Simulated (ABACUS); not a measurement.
Ba2Tl5V3O12:

```
CELL_PARAMETERS angstrom
6.65272 0.04946 0.02017
2.86070 8.36464 0.00384
2.68279 2.46936 9.19569
ATOMIC_POSITIONS crystal
Tl 0.25636 0.39847 0.35003
Tl 0.58966 0.34866 0.60553
Tl 0.57327 0.88069 0.66842
Tl 0.74552 0.49664 0.11648
Tl 0.11891 0.64206 0.74303
Ba 0.80419 0.04665 0.02264
Ba 0.21205 0.95157 0.34012
V 0.74540 0.70796 0.33582
V 0.25963 0.26599 0.03225
V 0.04074 0.07695 0.66106
O 0.28433 0.09717 0.54175
O 0.85350 0.49575 0.34386
O 0.40255 0.20448 0.17282
O 0.88414 0.05377 0.55967
O 0.14017 0.47956 0.98899
O 0.54627 0.73631 0.48712
O 0.90594 0.24279 0.73262
O 0.61543 0.80058 0.18857
O 0.05538 0.16451 0.10164
O 0.08209 0.90404 0.80708
O 0.44178 0.20123 0.89187
O 0.94269 0.80417 0.30862
```

The cell was built by a generator and needn't be a form met in nature.

Base run:

```yaml
Program: ABACUS 3.10.1
Functional: RPBE
Dispersion: D3(BJ)+ABC
Potentials_or_basis: PseudoDojo NC SR 0.4.1 PBE standard
Cutoff: 1361 eV
Density_cutoff: 5442 eV
Basis: DZP LCAO (the cutoffs set its grid)
k_mesh: 5 × 4 × 3
Occupations: fermi-dirac, width 0.05 eV
Spin: collinear spin, ferromagnetic start
Starting_moments: "[0.0, 0.0, 0.0, 0.0, 0.0, 0.0, 0.0, 2.0, 2.0, 2.0, 0.0, 0.0, 0.0, 0.0, 0.0, 0.0, 0.0, 0.0, 0.0, 0.0, 0.0, 0.0] μB"
```

Its results: band gap on the k mesh 2.94 eV, indirect (least direct gap 3.04 eV); pressure -4.3 GPa; net moment 0.00 μB per cell; largest force 0.575 eV/Å.

Problem. The run is repeated on the same cell with these changes: dispersion from D3(BJ)+ABC to D3. What comes out?

Solution. Band gap on the k mesh 2.94 eV, indirect (least direct gap 3.04 eV); pressure 2.1 GPa; net moment 0.00 μB per cell; largest force 0.578 eV/Å.

Caveats: the atomic orbitals were generated for these runs and aren't a published set; this release of the barium file is off; the potentials were made for another functional, which shifts forces and pressure; spin-orbit coupling is left out, which as a rule narrows the gap of such compounds by several tenths of an eV; an odd mesh through Γ misses points on the zone boundary, where band edges often lie; the basis of atomic orbitals isn't converged, which shifts pressures, moduli and gaps.
